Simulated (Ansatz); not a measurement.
# Si3Te: from a guess to a relaxed structure, part 2 of 2

The task: take a trial cell of Si3Te to zero force and stress.

Ansatz 0.2.0; DFT PBE, scalar-relativistic, plane waves, PAW.

## Step 4: Relaxation on the finer mesh

The end of the coarse run is made exact in the group found at a tolerance of 0.06 Å and reduced to its primitive cell.

input.yaml reads:

```yaml
crystal:
  lattice:
    - [0.0, 3.2961702015, 3.2961702015]
    - [3.2961702015, 0.0, 3.2961702015]
    - [3.2961702015, 3.2961702015, 0.0]
  atoms:
    - { symbol: Si, position: [0.5, 0.5, 0.5] }
    - { symbol: Si, position: [0.25, 0.25, 0.25] }
    - { symbol: Si, position: [0.75, 0.75, 0.75] }
    - { symbol: Te, position: [0.0, 0.0, 0.0] }
basis:
  ecutwfc: 420
kpoints:
  mp_grid: { grid: [12, 12, 12] }
hamiltonian:
  xc: pbe
scf:
  occupations: { method: gaussian, width: 0.1 }
output:
  forces: true
  stress: true
  eigenvalues: true
  write_density: true
  write_potential: true
  elf: true
  volumetric_format: npy
relax:
  adjacent_minimum: "off"
  f_tol: 0.01
  max_steps: 80
  cell: { stress_tol: 0.05 }
```

Run with:

```bash
ansatz run input.yaml --threads 1 --pin off --max-ram 2560MiB --backend cpu --events-out ev --progress --plain --runs-dir out
```

The program printed:

```text
Warning: RAYON_NUM_THREADS=1 ignored (pool sized by the plan → 1); use --threads N
Engine: ansatz 0.2.0, aarch64-unknown-linux-gnu
Pseudopotentials: kind: paw
Pseudopotential: Si, paw, valence charge 4, recommended cutoff 420 eV (normal), Si.paw.azcp
Pseudopotential: Te, paw, valence charge 16, recommended cutoff 420 eV (normal), Te.paw.azcp
Functional definition: PBE
  parameter kappa = 0.804
  parameter beta = 0.06672455060314922
  exchange = pbe_x(kappa = kappa, mu = beta*pi^2/3)
  correlation = pbe_c(beta = beta)
Crystal: 4 atoms, lattice volume = 71.624 Å³
Basis set: ecut = 420 eV, 1411 PW (Γ), exchange–correlation on 64×64×64 points (8 copies of the dense FFT grid, shifted against one another)
Bands: 18, of which v1, the nominal top of the filled ones, is band 14 counted from 1 (13 counted from 0)
Symmetry: 48 space group operations
Space group: Fm-3m (ITA 225), of the structure as read, at distance tolerance 4.2e-5 Å
k-points: 72 of 1728
Non-local potential: Si, projectors of the file, l = 0: 2, l = 1: 2, l = 2: 2
Non-local potential: Te, projectors of the file, l = 0: 2, l = 1: 2, l = 2: 2, l = 3: 2
PAW form: soft (Blöchl's): semilocal exchange-correlation on the pseudo side does not see the compensation charge
PAW one-centre angular grid: Si, 110 points (default); XC on 64 Gauss nodes
PAW one-centre angular grid: Te, 590 points (default); XC on 64 Gauss nodes
Initial density: superposition of atomic densities (neutral atoms: chi_scale 0, normalization atom), corrected by the library's trained network
Initial wavefunctions: pseudopotential atomic-orbital guess
Functional: x = pbe(κ = 0.804, μ = 0.2195149727645171), c = pbe(β = 0.06672455060314922)
SCF iter   1: F=—  HF=-8884.530695 eV  |F-HF|=—  |Δ(HF+E_count)|=         —  Δρ=1.42e-3  dr2=1.03e-3  ethr=1.77e-3  ⟨swp⟩=7.1  Hψ=16203  notcnv=0  defer=9
automatic band count: the SCF goes on with 22 bands, as 18 were too few: the levels above may hold too much charge
preconditioner: auto → Kerker (q_TF=auto, 2.333 Å⁻¹)  [metal: Δε(μ)=0.023 eV  Ē_g=9.445 eV  σ=0.100 eV  W_gap=0.13  n_scr=14 (ndim 8)  ℏωp=18.6 eV  f_vac=0.000  D(μ)=2.52/eV (n_scr^D=14)]
SCF iter   2: F=—  HF=-8884.530252 eV  |F-HF|=—  |Δ(HF+E_count)|=   4.42e-4  Δρ=7.40e-4  dr2=2.39e-4  ethr=3.69e-6  ⟨swp⟩=2.0  Hψ=3143  notcnv=0  defer=14
SCF iter   3: F=—  HF=-8884.530385 eV  |F-HF|=—  |Δ(HF+E_count)|=   1.33e-4  Δρ=2.21e-4  dr2=2.71e-5  ethr=8.54e-7  ⟨swp⟩=2.8  Hψ=2470  notcnv=0  defer=14
SCF iter   4: F=—  HF=-8884.530361 eV  |F-HF|=—  |Δ(HF+E_count)|=   2.37e-5  Δρ=6.08e-5  dr2=2.52e-6  ethr=9.68e-8  ⟨swp⟩=2.5  Hψ=2534  notcnv=0  defer=14
iter 5 did not close the SCF: its close was put off for the readings that it lacked (scf_convergence_deferred on its scf_iter line)
SCF iter   5: F=-8884.530360 eV  HF=-8884.530360 eV  |F-HF|=8.91e-8  |Δ(HF+E_count)|=   7.50e-7  Δρ=8.65e-6  dr2=6.47e-8  ethr=8.98e-9  ⟨swp⟩=2.0  Hψ=2465  notcnv=0  defer=14
SCF iter   6: F=-8884.530360 eV  HF=-8884.530360 eV  |F-HF|=7.68e-10  |Δ(HF+E_count)|=   3.82e-8  Δρ=1.46e-6  dr2=1.45e-9  ethr=2.31e-10  ⟨swp⟩=10.0  Hψ=10727  notcnv=0
SCF 1 converged in 6 iterations: F = -8884.530360 eV  dr2 = 1.45e-9
relax step   1: F+E_penalty+E_count = -8884.53036040 eV  Δ(F+E_penalty+E_count) = +0.000e0 eV  max|allowed force component| = 5.204e-18 eV/Å  Δτ_max = 0.0000 Å  P = +3.034 GPa  Ω = 71.624 Å³  (6 SCF iters, dr2 threshold 1.00e-7 eV, accepted)
Crystal: 4 atoms, lattice volume = 76.656 Å³
Basis set: ecut = 420 eV, 1459 PW (Γ), exchange–correlation on 64×64×64 points (8 copies of the dense FFT grid, shifted against one another)
Bands: 22, of which v1, the nominal top of the filled ones, is band 14 counted from 1 (13 counted from 0)
Initial density: handed on by an earlier stage of this run
Initial wavefunctions: those handed on with the density
iter 1 solved again at ethr=6.74e-5 eV; its pass at ethr=3.10e-3 eV (dr2=1.89e-2 eV) is discarded
SCF iter   1: F=—  HF=-8884.550569 eV  |F-HF|=—  |Δ(HF+E_count)|=         —  Δρ=3.17e-3  dr2=1.96e-2  ethr=6.74e-5  ⟨swp⟩=1.1  Hψ=9857  notcnv=0
preconditioner: auto → Kerker (q_TF=auto, 2.307 Å⁻¹)  [metal: Δε(μ)=0.024 eV  Ē_g=9.065 eV  σ=0.100 eV  W_gap=0.14  n_scr=14 (ndim 8)  ℏωp=18.0 eV  f_vac=0.000  D(μ)=3.05/eV (n_scr^D=26)]
SCF iter   2: F=—  HF=-8884.546219 eV  |F-HF|=—  |Δ(HF+E_count)|=   4.35e-3  Δρ=1.70e-3  dr2=5.27e-3  ethr=6.74e-5  ⟨swp⟩=1.0  Hψ=1585  notcnv=0
SCF iter   3: F=—  HF=-8884.544818 eV  |F-HF|=—  |Δ(HF+E_count)|=   1.40e-3  Δρ=2.99e-4  dr2=5.33e-5  ethr=1.88e-5  ⟨swp⟩=2.2  Hψ=1994  notcnv=0
SCF iter   4: F=—  HF=-8884.544791 eV  |F-HF|=—  |Δ(HF+E_count)|=   2.70e-5  Δρ=9.07e-5  dr2=4.57e-6  ethr=1.90e-7  ⟨swp⟩=2.3  Hψ=2436  notcnv=0
SCF iter   5: F=-8884.544791 eV  HF=-8884.544791 eV  |F-HF|=4.04e-8  |Δ(HF+E_count)|=   2.16e-7  Δρ=9.98e-6  dr2=8.72e-8  ethr=1.43e-9  ⟨swp⟩=11.8  Hψ=11969  notcnv=0
SCF 2 converged in 5 iterations: F = -8884.544791 eV  dr2 = 8.72e-8
relax step   2: F+E_penalty+E_count = -8884.54479083 eV  Δ(F+E_penalty+E_count) = -1.443e-2 eV  max|allowed force component| = 1.133e-16 eV/Å  Δτ_max = 0.0000 Å  P = -1.746 GPa  Ω = 76.656 Å³  energy of the carried Pulay correction = -9.813e-4 eV  (5 SCF iters, dr2 threshold 4.00e-7 eV, accepted)
Crystal: 4 atoms, lattice volume = 74.738 Å³
iter 1 solved again at ethr=8.49e-6 eV; its pass at ethr=3.10e-3 eV (dr2=2.38e-3 eV) is discarded
SCF iter   1: F=—  HF=-8884.557416 eV  |F-HF|=—  |Δ(HF+E_count)|=         —  Δρ=1.14e-3  dr2=2.44e-3  ethr=8.49e-6  ⟨swp⟩=1.3  Hψ=9294  notcnv=0
preconditioner: auto → Kerker (q_TF=auto, 2.316 Å⁻¹)  [metal: Δε(μ)=0.018 eV  Ē_g=9.194 eV  σ=0.100 eV  W_gap=0.10  n_scr=14 (ndim 8)  ℏωp=18.2 eV  f_vac=0.000  D(μ)=2.75/eV (n_scr^D=14)]
SCF iter   2: F=—  HF=-8884.556869 eV  |F-HF|=—  |Δ(HF+E_count)|=   5.47e-4  Δρ=6.16e-4  dr2=6.74e-4  ethr=8.49e-6  ⟨swp⟩=1.0  Hψ=1584  notcnv=0
SCF iter   3: F=—  HF=-8884.556681 eV  |F-HF|=—  |Δ(HF+E_count)|=   1.87e-4  Δρ=1.03e-4  dr2=6.00e-6  ethr=2.41e-6  ⟨swp⟩=2.3  Hψ=2035  notcnv=0
SCF iter   4: F=—  HF=-8884.556651 eV  |F-HF|=—  |Δ(HF+E_count)|=   3.03e-5  Δρ=2.91e-5  dr2=4.33e-7  ethr=1.43e-9  ⟨swp⟩=12.2  Hψ=12444  notcnv=0
SCF iter   5: F=-8884.556651 eV  HF=-8884.556651 eV  |F-HF|=2.20e-9  |Δ(HF+E_count)|=   2.14e-8  Δρ=3.17e-6  dr2=7.18e-9  ethr=1.43e-9  ⟨swp⟩=8.3  Hψ=8038  notcnv=0
SCF 3 converged in 5 iterations: F = -8884.556651 eV  dr2 = 7.18e-9
relax step   3: F+E_penalty+E_count = -8884.55665105 eV  Δ(F+E_penalty+E_count) = -1.186e-2 eV  max|allowed force component| = 1.550e-16 eV/Å  Δτ_max = 0.0000 Å  P = -0.135 GPa  Ω = 74.738 Å³  energy of the carried Pulay correction = -6.152e-4 eV  (5 SCF iters, dr2 threshold 4.00e-7 eV, accepted)
Crystal: 4 atoms, lattice volume = 74.582 Å³
iter 1 solved again at ethr=5.12e-8 eV; its pass at ethr=3.10e-3 eV (dr2=1.43e-5 eV) is discarded
SCF iter   1: F=—  HF=-8884.556779 eV  |F-HF|=—  |Δ(HF+E_count)|=         —  Δρ=9.70e-5  dr2=1.73e-5  ethr=5.12e-8  ⟨swp⟩=2.0  Hψ=8855  notcnv=0
preconditioner: auto → Kerker (q_TF=auto, 2.317 Å⁻¹)  [metal: Δε(μ)=0.015 eV  Ē_g=9.211 eV  σ=0.100 eV  W_gap=0.09  n_scr=14 (ndim 8)  ℏωp=18.2 eV  f_vac=0.000  D(μ)=2.76/eV (n_scr^D=14)]
SCF iter   2: F=—  HF=-8884.556745 eV  |F-HF|=—  |Δ(HF+E_count)|=   3.45e-5  Δρ=5.22e-5  dr2=4.62e-6  ethr=5.12e-8  ⟨swp⟩=1.1  Hψ=1594  notcnv=0
SCF iter   3: F=—  HF=-8884.556744 eV  |F-HF|=—  |Δ(HF+E_count)|=   1.28e-6  Δρ=9.83e-6  dr2=7.07e-8  ethr=1.65e-8  ⟨swp⟩=2.3  Hψ=2096  notcnv=0
SCF iter   4: F=-8884.556744 eV  HF=-8884.556744 eV  |F-HF|=2.78e-10  |Δ(HF+E_count)|=   8.01e-9  Δρ=2.93e-6  dr2=4.25e-9  ethr=1.62e-10  ⟨swp⟩=9.2  Hψ=9637  notcnv=0
SCF 4 converged in 4 iterations: F = -8884.556744 eV  dr2 = 4.25e-9
relax step   4: F+E_penalty+E_count = -8884.55674357 eV  Δ(F+E_penalty+E_count) = -9.252e-5 eV  max|allowed force component| = 1.498e-16 eV/Å  Δτ_max = 0.0000 Å  P = +0.007 GPa  Ω = 74.582 Å³  energy of the carried Pulay correction = -5.850e-4 eV  (4 SCF iters, dr2 threshold 4.53e-8 eV, accepted)
Initial wavefunctions: pseudopotential atomic-orbital guess (no wavefunctions were taken with the density)
iter 1 solved again at ethr=8.51e-8 eV; its pass at ethr=3.10e-3 eV (dr2=2.38e-5 eV) is discarded
SCF iter   1: F=—  HF=-8884.557338 eV  |F-HF|=—  |Δ(HF+E_count)|=         —  Δρ=1.80e-4  dr2=5.99e-7  ethr=8.51e-8  ⟨swp⟩=3.2  Hψ=13017  notcnv=0
preconditioner: auto → Kerker (q_TF=auto, 2.317 Å⁻¹)  [metal: Δε(μ)=0.015 eV  Ē_g=9.211 eV  σ=0.100 eV  W_gap=0.09  n_scr=14 (ndim 8)  ℏωp=18.2 eV  f_vac=0.000  D(μ)=2.77/eV (n_scr^D=14)]
SCF iter   2: F=—  HF=-8884.557368 eV  |F-HF|=—  |Δ(HF+E_count)|=   3.01e-5  Δρ=9.13e-5  dr2=1.53e-7  ethr=2.14e-9  ⟨swp⟩=2.2  Hψ=2353  notcnv=0
SCF iter   3: F=—  HF=-8884.557389 eV  |F-HF|=—  |Δ(HF+E_count)|=   2.08e-5  Δρ=9.05e-6  dr2=2.19e-9  ethr=5.46e-10  ⟨swp⟩=2.0  Hψ=2602  notcnv=0
SCF iter   4: F=—  HF=-8884.557389 eV  |F-HF|=—  |Δ(HF+E_count)|=   1.99e-7  Δρ=5.79e-7  dr2=9.62e-11  ethr=7.81e-12  ⟨swp⟩=2.1  Hψ=2268  notcnv=0
SCF iter   5: F=-8884.557389 eV  HF=-8884.557389 eV  |F-HF|=5.46e-12  |Δ(HF+E_count)|=  3.66e-10  Δρ=4.73e-8  dr2=7.59e-13  ethr=1.00e-12  ⟨swp⟩=7.2  Hψ=7597  notcnv=0
SCF 5 converged in 5 iterations: F = -8884.557389 eV  dr2 = 7.59e-13
relax step   5: F+E_penalty+E_count = -8884.55738918 eV  Δ(F+E_penalty+E_count) = -6.456e-4 eV  max|allowed force component| = 1.440e-16 eV/Å  Δτ_max = 0.0000 Å  P = +0.013 GPa  Ω = 74.582 Å³  stress off target by 1.27e-2 GPa  SCF on the basis re-selected at this cell (its energy is not comparable with the rows above)  (5 SCF iters)
basis re-selected at this cell: Δ(F+E_penalty+E_count) = -6.456e-4 eV, ΔP = +0.006 GPa vs the last step (what re-selecting the basis moved, of the pressure what is left beyond the Pulay correction that the steps carried, after the strain that the cell walked since its last selection, with what the two solves' SCF thresholds leave and, on support functions, any second-order correction that the steps lacked; it is no measure of the basis error at this ecutwfc). This SCF's stress stands 1.27e-2 GPa from its target on what of the cell is left free (relax.cell.stress_tol is 5.00e-2 GPa) and its largest allowed force component is 1.44e-16 eV/Å (relax.f_tol is 1.00e-2 eV/Å): within both
SCF converged after 5 iterations
Free energy (F): -8884.557389 eV
Harris-Foulkes:  -8884.557389 eV  (|F-HF|=5.46e-12)
Internal energy: -8884.543557 eV  (E = F + TS)
E sigma→0 (E₀):  -8884.550473 eV
Entropy (-TS):   -0.013832 eV (-3.458 meV/atom)
Fermi energy:    10.504225 eV
--- Per-component energies (eV) ---
  E_band       = -181.188327
  E_kinetic    = 297.228634
  E_local      = -1372.159765  (includes V_loc(G=0)·N_el)
  E_nonlocal   = -233.559445
  E_hartree    = 878.287302
  E_xc         = -290.274107
  E_vxc        = -244.797102  (∫ρ·V_xc dr)
  E_paw        = -6197.844326  (= ΣΔE_a)
  E_vpaw       = -384.475093  (= ΣTr[D̂ρ^β])
  E_aug_tail   = -0.000172  (compensation charges beyond the density's cutoff)
  E_ewald      = -1966.221678
  E_smearing   = -0.013832  (= −TS)
  E_closure    = 0.000000  (closes the sum)
  Σ components = -8884.557389   (vs F -8884.557389, Δ=0.00e0)
--- Forces (eV/Å), atoms counted from 1 ---
  atom   1  Si     0.00000000    -0.00000000    -0.00000000
  atom   2  Si     0.00000000     0.00000000     0.00000000
  atom   3  Si    -0.00000000     0.00000000    -0.00000000
  atom   4  Te    -0.00000000     0.00000000    -0.00000000
  max |Σ_I F_I| component: 9.25e-18 eV/Å
--- Stress (GPa, compression-positive) ---
        0.012684      -0.000000      -0.000000
       -0.000000       0.012684      -0.000000
       -0.000000       0.000000       0.012684
  P = ⅓ Tr σ = 0.0127 GPa (0.127 kbar)
--- Band table (eV; the first three rows and the last of 72) ---
  k-point 0: bands = ["-27.2041", "-27.2041", "-27.2041", "-27.2010", "-27.2010", "-3.7632", "3.4694", "5.8320", "6.7024", "6.7024", "6.7024", "8.1029", "8.1029", "8.1029", "8.7163", "9.4574", "9.4574", "9.4574", "13.1727", "13.1727", "18.6270", "18.6270"]
  k-point 1: bands = ["-27.2041", "-27.2040", "-27.2040", "-27.2010", "-27.2010", "-3.7044", "3.2549", "5.5052", "6.5765", "6.5765", "6.6568", "8.0201", "8.2912", "8.2912", "8.9544", "9.3145", "9.3145", "10.2615", "13.5081", "13.5081", "18.0037", "18.4473"]
  k-point 2: bands = ["-27.2040", "-27.2040", "-27.2040", "-27.2010", "-27.2010", "-3.5311", "2.6667", "4.8633", "6.3426", "6.3426", "7.1062", "7.2338", "8.4313", "8.4313", "9.3168", "9.3168", "10.4009", "11.4919", "14.3622", "14.3622", "16.7244", "17.8495"]
  k-point 71: bands = ["-27.2039", "-27.2039", "-27.2034", "-27.2010", "-27.2008", "-1.8494", "1.5259", "1.5259", "1.8883", "7.0542", "7.6913", "7.8551", "7.8551", "12.4189", "12.4189", "13.2465", "13.2933", "14.9011", "14.9417", "14.9942", "14.9942", "19.5414"]
--- Relaxed structure (4 steps of the walk, 4 accepted, 1 SCFs on fresh bases) ---
  F+E_penalty+E_count = -8884.55738918 eV   max|allowed force component| = 1.440e-16 eV/Å   (the final SCF, on the basis selected at the relaxed cell)
  cell:  # Å, volume = 74.5823 Å³
    - [-1.5286116098686771e-33, 3.3409395171666385, 3.3409395171666385]
    - [3.3409395171666385, -1.1862663014085044e-33, 3.3409395171666385]
    - [3.3409395171666385, 3.3409395171666385, -9.824514200926808e-34]
  atoms:
    - { symbol: Si, position: [0.49999999999999994, 0.49999999999999994, 0.49999999999999994] }
    - { symbol: Si, position: [0.24999999999999997, 0.24999999999999997, 0.24999999999999997] }
    - { symbol: Si, position: [0.7499999999999999, 0.7499999999999999, 0.7499999999999999] }
    - { symbol: Te, position: [-1.9721166531243793e-34, 2.081375513419378e-34, 3.582008377644041e-34] }
```

Wall time 33 s (1 thread of Arm Neoverse V2, shared host); peak memory 0.4 GiB.

Step by step:

| step | E - E(step 1) (eV/cell) | largest force component (eV/Å) | pressure (GPa) | volume (Å³) |
| --- | --- | --- | --- | --- |
| 1 | 0.0000 | 0.0000 | 3.03 | 71.62 |
| 2 | -0.0144 | 0.0000 | -1.75 | 76.66 |
| 3 | -0.0263 | 0.0000 | -0.13 | 74.74 |
| 4 | -0.0264 | 0.0000 | 0.01 | 74.58 |
| 5 | -0.0270 | 0.0000 | 0.01 | 74.58 |

Step 1 is the start. Step 5 repeats the geometry before it on a plane-wave basis chosen anew for that cell, so its energy need not be comparable with the rows above.

Lengths and angles in the start's conventional setting:

|  | before | after | change |
| --- | --- | --- | --- |
| a (Å) | 6.592 | 6.682 | +1.4 % |
| b (Å) | 6.592 | 6.682 | +1.4 % |
| c (Å) | 6.592 | 6.682 | +1.4 % |
| volume (Å³/atom) | 17.91 | 18.65 | +4.1 % |
| shortest distance (Å) | 2.855 | 2.893 | +1.4 % |
| space group (0.01 Å) | Fm-3m | Fm-3m | same |

The run keeps the 48 symmetry operations of the start, so it could not have lowered the symmetry.

The maps below are laid out on this run's own conventional cell (a, b, c = 6.682, 6.682, 6.682 Å).

Density in a lattice plane of the grid's cell (edges 6.68 and 6.68 Å, at 0.000 of the third edge), which holds Si and Te.

Values in e/Å³, 12 rows by 12 columns:
```
 5.06  1.40  0.32  0.14  0.21  0.36  0.30  0.36  0.21  0.14  0.32  1.40
 0.42  0.32  0.18  0.13  0.15  0.21  0.24  0.21  0.15  0.13  0.18  0.32
 0.15  0.14  0.13  0.12  0.13  0.14  0.15  0.14  0.13  0.12  0.13  0.14
 0.24  0.21  0.15  0.13  0.18  0.32  0.42  0.32  0.18  0.13  0.15  0.21
 0.30  0.36  0.21  0.14  0.32  1.40  5.06  1.40  0.32  0.14  0.21  0.36
 0.04  0.30  0.24  0.15  0.42  5.06 17.55  5.06  0.42  0.15  0.24  0.30
 0.30  0.36  0.21  0.14  0.32  1.40  5.06  1.40  0.32  0.14  0.21  0.36
 0.24  0.21  0.15  0.13  0.18  0.32  0.42  0.32  0.18  0.13  0.15  0.21
 0.15  0.14  0.13  0.12  0.13  0.14  0.15  0.14  0.13  0.12  0.13  0.14
 0.42  0.32  0.18  0.13  0.15  0.21  0.24  0.21  0.15  0.13  0.18  0.32
 5.06  1.40  0.32  0.14  0.21  0.36  0.30  0.36  0.21  0.14  0.32  1.40
17.55  5.06  0.42  0.15  0.24  0.30  0.04  0.30  0.24  0.15  0.42  5.06
```
Columns run along the first of these edges and rows up along the second, over one cell in 12 and 12 even steps from the bottom left corner. Atoms in the plane (fractional): Si at (0.00, 0.50), Si at (0.50, 1.00), Te at (0.00, 0.00), Te at (0.50, 0.50).

ELF in the same plane.

Ten even steps from '0' (0.03) to '9' (0.77):
```
003553236986668963235530
345653235898789853235654
566542224678887642224566
444322122334443322122344
222221112222222221112222
443322122344444322122334
887642224566566542224678
789853235654345653235898
668963235530003553236986
966873245520502554237866
668963235530003553236986
789853235654345653235898
887642224566566542224678
443322122344444322122334
222221112222222221112222
444322122334443322122344
566542224678887642224566
345653235898789853235654
003553236986668963235530
502554237866966873245520
```
Columns run along the first of these edges and rows up along the second, over one cell in 24 and 20 even steps from the bottom left corner. Atoms in the plane (fractional): Si at (0.00, 0.50), Si at (0.50, 1.00), Te at (0.00, 0.00), Te at (0.50, 0.50).

Both are smooth fields of the valence electrons: close to the nuclei they are not physical.

Maxima of ELF outside the ion cores: 0.78 in the shell around Si, 0.9 Å from Si; 0.54 on the Te–Si line, 1.3 Å from Te.

## Step 5: Variant: chi_scale 0.1

input.yaml reads:

```yaml
crystal:
  lattice:
    - [0.0, 3.3409395172, 3.3409395172]
    - [3.3409395172, 0.0, 3.3409395172]
    - [3.3409395172, 3.3409395172, 0.0]
  atoms:
    - { symbol: Si, position: [0.5, 0.5, 0.5] }
    - { symbol: Si, position: [0.25, 0.25, 0.25] }
    - { symbol: Si, position: [0.75, 0.75, 0.75] }
    - { symbol: Te, position: [0.0, 0.0, 0.0] }
basis:
  ecutwfc: 420
kpoints:
  mp_grid: { grid: [12, 12, 12] }
hamiltonian:
  xc: pbe
scf:
  occupations: { method: gaussian, width: 0.1 }
  initial_density: { chi_scale: 0.1 }
output:
  forces: true
  eigenvalues: true
  stress: true
```

Run with:

```bash
ansatz run input.yaml --threads 1 --pin off --max-ram 2560MiB --backend cpu --events-out ev --progress --plain --runs-dir out
```

The program printed, cut to the lines that bear on the results:

```text
Warning: RAYON_NUM_THREADS=1 ignored (pool sized by the plan → 1); use --threads N
[...]
Pseudopotentials: kind: paw
Pseudopotential: Si, paw, valence charge 4, recommended cutoff 420 eV (normal), Si.paw.azcp
Pseudopotential: Te, paw, valence charge 16, recommended cutoff 420 eV (normal), Te.paw.azcp
Functional definition: PBE
[...]
Crystal: 4 atoms, lattice volume = 74.582 Å³
Basis set: ecut = 420 eV, 1459 PW (Γ), exchange–correlation on 64×64×64 points (8 copies of the dense FFT grid, shifted against one another)
Bands: 18, of which v1, the nominal top of the filled ones, is band 14 counted from 1 (13 counted from 0)
Symmetry: 48 space group operations
Space group: Fm-3m (ITA 225), of the structure as read, at distance tolerance 4.2e-5 Å
k-points: 72 of 1728
[...]
SCF iter   1: F=—  HF=-8884.858010 eV  |F-HF|=—  |Δ(HF+E_count)|=         —  Δρ=2.40e-2  dr2=9.88e-1  ethr=3.10e-3  ⟨swp⟩=7.0  Hψ=15925  notcnv=0  defer=7
[...]
SCF iter   7: F=-8884.557389 eV  HF=-8884.557389 eV  |F-HF|=1.12e-9  |Δ(HF+E_count)|=   4.36e-8  Δρ=2.07e-6  dr2=3.38e-9  ethr=3.57e-10  ⟨swp⟩=10.4  Hψ=7690  notcnv=0
[...]
SCF converged after 7 iterations
Free energy (F): -8884.557389 eV
[...]
E sigma→0 (E₀):  -8884.550473 eV
Entropy (-TS):   -0.013832 eV (-3.458 meV/atom)
Fermi energy:    10.504228 eV
[...]
--- Forces (eV/Å), atoms counted from 1 ---
  atom   1  Si    -0.00000000     0.00000000    -0.00000000
  atom   2  Si     0.00000000    -0.00000000    -0.00000000
  atom   3  Si     0.00000000    -0.00000000     0.00000000
  atom   4  Te    -0.00000000     0.00000000     0.00000000
[...]
--- Stress (GPa, compression-positive) ---
        0.012714       0.000000       0.000000
        0.000000       0.012714      -0.000000
        0.000000       0.000000       0.012714
  P = ⅓ Tr σ = 0.0127 GPa (0.127 kbar)
--- Band table (eV; the first three rows and the last of 72) ---
[... band rows left out ...]
[...]
```

It took 7 s on 1 thread of Arm Neoverse V2, shared host; peak memory 0.37 GiB.

```
    run     ending  energy change  pressure (GPa)  gap (eV)  force (eV/Å)  cycles  time
 step 4  converged              0             0.0      0.00          0.00       -  33 s
variant  converged   0.0 meV/atom             0.0      0.00          0.00       7   7 s
```

With the changed start the energy agrees within 0.5 meV/atom.

## Step 6: Outcome

This closing draws on all 2 parts. Changes of volume or cell count from the first structure of part 1.

```
                              quantity                                                                      value
symmetry at the end (tolerance 0.05 Å)                                                space group Fm-3m (No. 225)
                     conventional cell  a = 6.682 Å, b = 6.682 Å, c = 6.682 Å, α = 90.00°, β = 90.00°, γ = 90.00°
                                volume                                                              18.65 Å³/atom
              energy over the elements                                                              +0.71 eV/atom
                       gap on the mesh                                                               none (metal)
```

In words: The space group Fm-3m (No. 225) is kept, and the volume per atom shrinks by 25.3 % from the first guess. With a positive formation energy it can't be a ground state. No finished test with a distortion of lower symmetry is shown, so the end may be a saddle point. Spin-orbit coupling is left out for Te.
